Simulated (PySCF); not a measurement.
# Cl4O2Sn2 (cyclo-(Cl2SnO)2): the cost of one run

Computed with PySCF 2.14.0 and routines of our own; the level stands in each step. Atoms count from 0.

## (1) The starting structure

8 atoms, charge 0, multiplicity 1; geometry from: GFN2-xTB.

## (2) Geometry optimisation at PBE0-D3(BJ)/def2-SVP

What the job is given:

```
{"job": {"xc": "PBE0", "basis": "def2-SVP", "d3": "d3bj", "grid": 1, "maxiter": 30, "shake": 0.03, "kind": "geom"}, "charge": 0, "multiplicity": 1}
Sn     0.320730     1.376730     0.112860
Cl     2.255590     2.266950    -0.413440
Cl    -1.421570     2.834910     0.734400
O     -0.282250     0.161740    -1.282180
Sn    -0.266670    -1.473690    -0.133200
Cl    -2.286560    -2.259360     0.396890
Cl     1.388710    -2.853510    -0.754910
O      0.430250    -0.139430     1.255860
```

Launch:

```bash
$ OMP_NUM_THREADS=1 python heavy_run.py task.json out
```

One launch serves the whole session: the jobs run in the order shown.

Q: Estimate the wall time and peak memory of this first job on 1 thread of Arm Neoverse V2, shared host.

About 4.1 min, with a peak of 0.72 GiB.
